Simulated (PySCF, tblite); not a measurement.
**H8N3OSi3−, a small gas-phase stand-in for a defect centre (nitride 3-ring): NMR shifts, core binding energies and electronic excitations**

Wanted: the NMR shifts, core binding energies and electronic excitations for `[O-][SiH]1N[SiH2]N[SiH2]N1`. It is drawn as: deprotonated.

Computed with tblite 0.8.0 and PySCF 2.14.0; each step states its level. No surroundings beyond the atoms listed, unless a continuum is named. Atoms count from 0, parts from 1.

## (1) Starting point

15 atoms, charge -1, multiplicity 1; geometry: distance geometry start.

## (2) Geometry optimisation with GFN2-xTB

Job settings and geometry (Å):

```
{"job": {"kind": "relax", "xc": "GFN2-xTB", "basis": "xTB"}, "charge": -1, "multiplicity": 1}
N      0.493634     1.006771    -0.741382
Si     1.096150     0.300128     0.806592
N      1.567661    -1.424540     0.552371
Si     0.323659    -2.487985    -0.264357
N     -0.265609    -1.659150    -1.781814
Si    -0.789859     0.022703    -1.595905
O     -2.304328     0.090629    -0.662802
H      1.164059     1.445424    -1.344411
H      0.072512     0.361930     1.796705
H      2.206318     1.056637     1.268555
H      2.535359    -1.589531     0.254465
H     -0.765626    -2.688863     0.616153
H      0.903524    -3.737419    -0.575292
H     -0.815451    -2.249305    -2.408984
H     -1.035003     0.607751    -2.881721
```

With the program's defaults for keys left out, this is: GFN2-xTB geometry optimisation, gas phase.

Run with:

```
OMP_NUM_THREADS=1 python cluster_run.py task.json out
```

The driver reads the jobs from task.json and runs them one after another.

**Question.** The jobs that follow are: PBE0-D3(BJ)/def2-SVP geometry optimisation, gas phase; GIAO PBE0/aug-pcSseg-1 NMR shielding, non-relativistic, gas phase; delta-SCF UKS SCAN, aug-pcX-2 on the ionised atom, aug-pcseg-1 elsewhere, spin-free X2C; TDDFT CAM-B3LYP/def2-SVPD, vertical, gas phase, core orbitals frozen in the response. Predict: rotational constants (main isotopes); shieldings of H (PBE0/aug-pcSseg-1); N1s binding energies, SCAN/aug-pcX-2 (standing for 2 of 3 atoms); Si2p binding energies, SCAN/aug-pcX-2; O1s binding energies, SCAN/aug-pcX-2; lowest singlet (CAM-B3LYP/def2-SVPD); brightest single state of those computed; lowest triplet; vertical ionisation energy (ΔSCF).

As calculated:

| quantity | value |
| --- | --- |
| rotational constants (main isotopes) | 2.09, 1.34, 0.86 GHz |
| shieldings of H (PBE0/aug-pcSseg-1) | H14 25.6, H11 25.8, H8 25.8, H12 25.8, H9 25.8, H7 30.7, H13 30.8, H10 31.6 ppm and more |
| N1s binding energies, SCAN/aug-pcX-2 (standing for 2 of 3 atoms) | N0 399.40, N4 399.38 eV |
| Si2p binding energies, SCAN/aug-pcX-2 | Si1 103.31, Si5 101.93 eV |
| O1s binding energies, SCAN/aug-pcX-2 | O6 529.83 eV |
| lowest singlet (CAM-B3LYP/def2-SVPD) | 5.79 eV (214 nm), f = 0.009 |
| brightest single state of those computed | state 5, 6.04 eV, f = 0.034 |
| lowest triplet | 5.66 eV |
| vertical ionisation energy (ΔSCF) | 4.29 eV |

**Reading.** The start of the PBE0/def2-SVP relaxation was shaken at random by about 0.01 Å, so part of the energy gained, and of the first lengths quoted, undoes that. Relaxing lowered the energy by 0.493 eV in 26 steps; the close pair that moved most is Si3–H12, from 1.456 to 1.516 Å (PBE0/def2-SVP). At PBE0/aug-pcSseg-1: The largest span, 185 ppm, is at Si5, where the paramagnetic term is -452 ppm. At SCAN/aug-pcX-2: the N1s levels computed lie within 0.02 eV of one another, too close to rank. Only 2 of the 3 N atoms are covered by sound results. At SCAN/aug-pcX-2: Si1 (silicon bonded to 2 N, 2 H) binds its Si2p electron 1.38 eV more tightly than Si5 (silicon bonded to 2 N, O, H). The lowest singlet, at 5.79 eV, is HOMO→LUMO 0.41, HOMO→LUMO+1 0.24 and is weak; of the 6 states computed, the strongest absorption comes from states 5 to 6 together at 6.04 eV (the last computed, so partners may be missing). The lowest triplet lies 0.14 eV below the lowest singlet (triplets in Tamm-Dancoff, singlets in full TDDFT). In the gas-phase run even the lowest singlet lies above the computed detachment energy of this anion, so its states are not to be taken as bound. At CAM-B3LYP/def2-SVPD, all states lie near or above the ionisation energy, where they hang on the basis. ΔSCF puts the ionisation energy at 4.29 eV, 0.68 eV above −ε(HOMO). A capped cluster stands for the solid here, so long-range fields and strain are missing, and bands or shifts of the capping hydrogens have no counterpart in it.
